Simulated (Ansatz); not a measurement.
# PF3 (phosphorus trifluoride) at r2SCAN0/STO-3G

What is the electronic atomisation energy of PF3 (phosphorus trifluoride) at r2SCAN0/STO-3G? 

The results are computed with Ansatz 0.2.0.

50 further runs of the same task are left out: 10 that didn't finish, 40 set aside as unsound or not needed.

## (1) The molecule

PF3: 4 atoms, total charge 0, spin state singlet. SMILES: `FP(F)F`. The shape is that of a PBE0-D4/def2-TZVP optimisation.

Bond lengths: F1–P2 1.572 Å, P2–F3 1.572 Å, P2–F4 1.572 Å. Angles: F1–P2–F3 97.6°, F1–P2–F4 97.6°, F3–P2–F4 97.6°.

## (2) The energy at r2SCAN0/STO-3G

input.yaml

```yaml
basis:
  gaussian:
    orbitals: STO-3G
crystal:
  periodic: [false, false, false]
  atoms:
    - {symbol: F, position_ang: [0.834400, -0.663200, 0.874500]}
    - {symbol: P, position_ang: [-0.297500, 0.314600, 0.392300]}
    - {symbol: F, position_ang: [-1.061900, -0.696500, -0.536900]}
    - {symbol: F, position_ang: [0.525000, 1.045200, -0.730000]}
total_charge: 0
hamiltonian:
  xc: {name: r2SCAN0}
accuracy: high
```

The run is started by

```
ansatz run input.yaml --threads 1 --pin off --max-ram 2610MiB --events-out events.jsonl --progress --plain --runs-dir runs
```

Log:

```text
Warning: RAYON_NUM_THREADS=1 ignored (pool sized by the plan → 1); use --threads N
Functional definition: r2SCAN0
  name "r2SCAN0"
  parameter a = 0.25
  parameter k0 = 0.174
  parameter k1 = 0.065
  parameter a1 = 4.9479
  exchange = (1 - a)*r2scan_x(k0 = k0, k1 = k1, a1 = a1) + a*exact_x
  correlation = r2scan_c
463 factors; integrals over basis functions are off by at most 2.4e-8 eV
mean field evaluation 1: about -17210.1424 eV, gradient 2.5e1 eV
mean field evaluation 2: about -17211.2660 eV, gradient 2.0e1 eV
mean field evaluation 4: about -17212.5863 eV, gradient 2.2e-1 eV
mean field evaluation 8: about -17212.5909 eV, gradient 1.7e-3 eV
mean field evaluation 16: about -17212.5909 eV, gradient 2.9e-8 eV
mean field -17212.59094594 eV, -632.5510501501 hartree, gradient 2.9e-8 eV, S^2 0.000000; 0 other end points of the search recorded, 0 dependent functions left out
reference -17212.59094608 eV, -632.5510501552 hartree; 21, 21 occupied and 3, 3 virtual orbitals, 463 factors
Total energy: -17212.59094608 eV, -632.5510501552 hartree
```

It took 3.3 s on 1 thread of Arm Neoverse V1, shared host; peak memory 0.15 GiB.

## (3) The F atom

run.yaml

```yaml
crystal:
  periodic: [false, false, false]
  atoms:
    - symbol: F
      position_ang: [0.000000, 0.000000, 0.000000]
basis:
  gaussian:
    orbitals: STO-3G
magnetization:
  spin_polarized: true
  initial_magnetization: 1
hamiltonian:
  xc: {name: r2SCAN0}
accuracy: high
```

The run is started by

```
ansatz run run.yaml --threads 1 --pin off --max-ram 2610MiB --events-out events.jsonl --progress --plain --runs-dir runs
```

Log (excerpt; [...] marks lines left out):

```text
Warning: RAYON_NUM_THREADS=1 ignored (pool sized by the plan → 1); use --threads N
[... 8 set-up lines as earlier in the session ...]
15 factors; integrals over basis functions are off by at most 1.2e-9 eV
mean field evaluation 1: about -2673.8360 eV, gradient 5.7e-11 eV
mean field evaluation 2: about -2673.8310 eV, gradient 2.4e-10 eV
mean field -2673.83099676 eV, -98.2614767433 hartree, gradient 0.0e0 eV, S^2 0.750000; 0 other end points of the search recorded, 0 dependent functions left out
reference -2673.83099681 eV, -98.2614767448 hartree; 5, 4 occupied and 0, 1 virtual orbitals, 15 factors
Total energy: -2673.83099681 eV, -98.2614767448 hartree
```

Wall time 0.58 s (1 thread of Arm Neoverse V1, shared host); peak memory 0.096 GiB.

## (4) The P atom at the same level

job.yaml

```yaml
crystal:
  periodic: [false, false, false]
  atoms:
    - symbol: P
      position_ang: [0.000000, 0.000000, 0.000000]
basis:
  gaussian:
    orbitals: STO-3G
magnetization:
  spin_polarized: true
  initial_magnetization: 3
hamiltonian:
  xc: {name: r2SCAN0}
accuracy: high
```

Run the same way, it converges to -337.35972 Eh (log not shown).

## (5) Results

Level: r2SCAN0/STO-3G.

| quantity | value |
| --- | --- |
| molecule: total energy | -632.55105 Eh |
| F atom: total energy | -98.26148 Eh |
| F atom: ⟨S²⟩ | 0.750 |
| P atom: total energy | -337.35972 Eh |
| P atom: ⟨S²⟩ | 3.750 |
| electronic atomisation energy | 11.072 eV |

**Reading.** Taking the molecule apart into free atoms costs 11.07 eV (1068 kJ/mol), before zero-point energy and without spin-orbit coupling. In a minimal basis such a difference can be off by several eV, whatever the method.
